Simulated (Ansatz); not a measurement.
# Pd2Br: the cost of one run

Computed with Ansatz 0.2.0 (DFT PBE, scalar-relativistic, plane waves, PAW, unless a step's input says otherwise).

1 further run of the same task is left out (set aside as unsound or not needed).

### Step 1. Starting point

It takes space group Pnnm (No. 58, orthorhombic). Conventional cell: a = 5.610 Å, b = 5.781 Å, c = 3.776 Å, α = 90.00°, β = 90.00°, γ = 90.00°. Pd (site symmetry m) has 3 Br at 2.43 to 2.49 Å as nearest neighbours. Br (site symmetry 2/m) is surrounded by 6 Pd at 2.43 to 2.49 Å.

Structure file:

```cif
data_structure
_symmetry_space_group_name_H-M 'P 1'
_symmetry_Int_Tables_number 1
_cell_length_a 5.6103
_cell_length_b 5.7811
_cell_length_c 3.7761
_cell_angle_alpha 90.000
_cell_angle_beta 90.000
_cell_angle_gamma 90.000
_cell_volume 122.47
loop_
_atom_site_label
_atom_site_type_symbol
_atom_site_fract_x
_atom_site_fract_y
_atom_site_fract_z
_atom_site_occupancy
Pd1 Pd 0.22500 0.82500 0.50000 1
Pd2 Pd 0.72500 0.67500 0.00000 1
Pd3 Pd 0.77500 0.17500 0.50000 1
Pd4 Pd 0.27500 0.32500 0.00000 1
Br1 Br 0.50000 0.50000 0.50000 1
Br2 Br 0.00000 0.00000 0.00000 1
```

(A quick probe on a coarse mesh, which set the mesh and smearing, is not shown.)

### Step 3. A loose first relaxation

The input, input.yaml:

```yaml
crystal:
  lattice:
    - [5.6102520985, 0.0, 0.0]
    - [0.0, 5.7810770822, 0.0]
    - [0.0, 0.0, 3.7761312201]
  atoms:
    - { symbol: Pd, position: [0.225, 0.825, 0.5] }
    - { symbol: Pd, position: [0.725, 0.675, 0.0] }
    - { symbol: Pd, position: [0.775, 0.175, 0.5] }
    - { symbol: Pd, position: [0.275, 0.325, 0.0] }
    - { symbol: Br, position: [0.5, 0.5, 0.5] }
    - { symbol: Br, position: [0.0, 0.0, 0.0] }
basis:
  ecutwfc: 420
kpoints:
  mp_grid: { grid: [4, 4, 4] }
hamiltonian:
  xc: pbe
scf:
  occupations: { method: gaussian, width: 0.1 }
  lower_state_search: "off"
output:
  forces: true
  stress: true
  eigenvalues: true
relax:
  adjacent_minimum: "off"
  f_tol: 0.04
  max_steps: 70
  cell: { stress_tol: 0.4 }
```

On the command line:

```bash
> ansatz run input.yaml --threads 1 --pin off --max-ram 2560MiB --backend cpu --events-out ev --progress --plain --runs-dir out
```

**Question.** How long does this run take on 1 thread of Intel Xeon Platinum 8488C (Sapphire Rapids), shared host, and how much memory does it need?

About 4 min, with a peak of 0.49 GiB.
